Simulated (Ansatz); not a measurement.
**YbRe (CsCl type): a single-point run**

The task is a single-point run on YbRe (CsCl type). The structure is shown as the input types it.

Program: Ansatz 0.2.0. Level of theory: DFT r2SCAN, scalar-relativistic, plane waves, PAW. These are calculated values, not measurements.

1 further run of the same task is left out (set aside as unsound or not needed). Runs told in other sessions of the task aren't counted.

## (1) The starting structure

Symmetry: Pm-3m, No. 221, cubic system. The conventional cell has a = 3.350 Å, b = 3.350 Å, c = 3.350 Å, α = 90.00°, β = 90.00°, γ = 90.00°. Yb (site symmetry m-3m) is surrounded by 8 Re at 2.90 Å. Re (site symmetry m-3m) is surrounded by 8 Yb at 2.90 Å.

As a file:

```
Yb Re
1.0
     3.34987    0.00000    0.00000
     0.00000    3.34987    0.00000
     0.00000    0.00000    3.34987
Yb Re
1 1
Direct
  0.00000 0.00000 0.00000
  0.50000 0.50000 0.50000
```

## (2) Running it

input.yaml

```yaml
crystal:
  lattice:
    - [3.3498716754, 0.0, 0.0]
    - [0.0, 3.3498716754, 0.0]
    - [0.0, 0.0, 3.3498716754]
  atoms:
    - { symbol: Yb, position: [0.0, 0.0, 0.0] }
    - { symbol: Re, position: [0.5, 0.5, 0.5] }
basis:
  ecutwfc: "50 eV"
  ecutrho_ratio: 4
kpoints:
  mp_grid: { grid: [10, 10, 10] }
hamiltonian:
  xc: r2scan
scf:
  occupations: { method: gaussian, width: 0.05 }
  max_iter: 50
output:
  forces: true
  stress: true
```

Command:

```
$ ansatz run input.yaml --threads 2 --pin off --max-ram 2662MiB --backend cpu --events-out ev --progress --plain --runs-dir out
```

**Question.** How will this run end, and is anything wrong with its input?

The run converged and reported no error, with warnings (cutoff below recommended). It gives a pressure of -5942 GPa, which is large.

Look at the input: basis.ecutwfc is 50 eV. The cutoff lies far under what these potentials need. The potentials' recommended cutoff is 500 eV.

Run again and compare: set basis.ecutwfc to 500.
